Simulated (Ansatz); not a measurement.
This script makes vertical spin-state energies of C₂H₇FSSi, SMILES C[SiH](S)CF with Ansatz's Python interface.

`c2h7fssi.py`
```python
# -*- coding: utf-8 -*-
"""Vertical spin-state energies of C2H7FSSi."""

import ansatz as az

molecule = (
    az.Crystal.molecule()
    .atom("C", (-1.3325, 0.4837, 0.6087))
    .atom("Si", (0.3142, 0.5549, -0.1387))
    .atom("S", (1.7031, 0.6632, 1.4728))
    .atom("C", (0.7456, -0.9355, -1.1512))
    .atom("F", (-0.2881, -1.0902, -2.122))
    .atom("H", (-1.5656, 1.4337, 1.2064))
    .atom("H", (-1.4982, -0.3483, 1.2366))
    .atom("H", (-2.1061, 0.5176, -0.1932))
    .atom("H", (0.4961, 1.8104, -0.9027))
    .atom("H", (1.3011, -0.4123, 2.1801))
    .atom("H", (1.627, -0.8824, -1.6358))
    .atom("H", (0.6804, -1.8499, -0.5268))
)

setup = (
    molecule.calculation()
    .basis(gaussian="def2-SVPD")
    .functional("pbe0", dispersion="d3bj")
)
found = {}
for unpaired in [0, 2]:
    rep = setup.spin("collinear", total=unpaired).run(threads=1).report
    s = unpaired / 2
    found[unpaired] = rep["free_energy_ev"]
    print(f"2S+1 = {unpaired + 1}: E = {found[unpaired]:.5f} eV, <S^2> = {abs(rep['mean_field']['state']['spin_squared']):.3f} (pure state {s * (s + 1):.2f})")
lowest = min(found, key=found.get)
for unpaired, e in found.items():
    print(f"multiplicity {unpaired + 1}: {(e - found[lowest]):.3f} eV above the lowest")
```

Which spin state is lowest at this geometry, and how far above lie the others?

In order: multiplicity 1 (+0.00 eV) and multiplicity 3 (+5.53 eV), all at the one geometry.

What the script printed:

```console
$ python c2h7fssi.py
2S+1 = 1: E = -23597.54485 eV, <S^2> = 0.000 (pure state 0.00)
2S+1 = 3: E = -23592.01198 eV, <S^2> = 2.006 (pure state 2.00)
multiplicity 1: 0.000 eV above the lowest
multiplicity 3: 5.533 eV above the lowest
```

Reading the output:
- These settings explore the input space; basis and method may be short of convergence.
- The geometry is a force-field or estimated start, not a minimum of this method, and the basis set is short of its limit. All parts are taken at fixed geometry, without zero-point energy.
- Wall time of the script: 42 s on 1 thread of Intel(R) Xeon(R) Platinum 8259CL CPU @ 2.50GHz (Skylake/Cascade Lake), with other jobs on the host, peak memory 0.63 GiB.
